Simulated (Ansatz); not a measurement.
# C6H6ClF: the cost of one run

Computed with Ansatz 0.2.0 (the levels named in each step, unless a step's input says otherwise).

### Step 1. The system as given

Bond lengths: F2–C3 1.360 Å, C3–C4 1.381 Å, C4–C5 1.384 Å, C5–C6 1.385 Å, C6–C7 1.385 Å, C3–C8 1.382 Å, C7–C8 1.384 Å, Cl1–H9 1.278 Å, C4–H10 1.079 Å, C5–H11 1.079 Å, C6–H12 1.079 Å, C7–H13 1.079 Å, C8–H14 1.078 Å. Angles (14 of 18 angles, heavy atoms first): F2–C3–C4 118.8°, F2–C3–C8 118.6°, C4–C3–C8 122.5°, C3–C4–C5 118.4°, C4–C5–C6 120.2°, C5–C6–C7 120.3°, C6–C7–C8 120.3°, C3–C8–C7 118.3°, C3–C4–H10 119.9°, C5–C4–H10 121.8°, C4–C5–H11 119.7°, C6–C5–H11 120.1°, C5–C6–H12 119.9°, C7–C6–H12 119.8°.

As a file:

```xyz
14

Cl    0.0371    1.4588   -3.0789
F     1.4258    0.0630   -0.3911
C     0.5347   -0.3128    0.5645
C     1.0093   -0.7018    1.8018
C     0.0936   -1.0873    2.7660
C    -1.2624   -1.0735    2.4849
C    -1.7131   -0.6752    1.2371
C    -0.8126   -0.2897    0.2590
H     0.8164    0.9489   -2.2039
H     2.0703   -0.6996    1.9953
H     0.4411   -1.3990    3.7392
H    -1.9717   -1.3752    3.2402
H    -2.7706   -0.6641    1.0222
H    -1.1395    0.0235   -0.7195
```

### Step 2. A rough first relaxation, PBE-D4/def2-SVP

input.yaml reads:

```yaml
crystal:
  periodic: [false, false, false]
  atoms:
    - { symbol: Cl, position_ang: [0.03713, 1.45881, -3.07895] }
    - { symbol: F, position_ang: [1.42579, 0.06302, -0.39108] }
    - { symbol: C, position_ang: [0.53474, -0.31283, 0.56447] }
    - { symbol: C, position_ang: [1.00931, -0.70177, 1.80184] }
    - { symbol: C, position_ang: [0.0936, -1.08726, 2.76604] }
    - { symbol: C, position_ang: [-1.26242, -1.07345, 2.48486] }
    - { symbol: C, position_ang: [-1.71315, -0.67517, 1.23715] }
    - { symbol: C, position_ang: [-0.81265, -0.28966, 0.25902] }
    - { symbol: H, position_ang: [0.81637, 0.94895, -2.2039] }
    - { symbol: H, position_ang: [2.07031, -0.69964, 1.99534] }
    - { symbol: H, position_ang: [0.44108, -1.39904, 3.7392] }
    - { symbol: H, position_ang: [-1.97169, -1.37519, 3.24023] }
    - { symbol: H, position_ang: [-2.77064, -0.66407, 1.02219] }
    - { symbol: H, position_ang: [-1.13951, 0.02353, -0.71949] }
basis:
  gaussian: { orbitals: def2-SVP }
hamiltonian:
  xc: pbe
  dispersion: d4
relax:
  f_tol: 0.03
  max_steps: 200
```

Launch:

```console
$ ansatz run input.yaml --threads 4 --pin off --max-ram 10240MiB --backend cpu --events-out ev --progress --plain --runs-dir out
```

What time and memory should one allow on 4 threads of Arm Neoverse V2, shared host?

About 12 s, with a peak of 0.21 GiB.
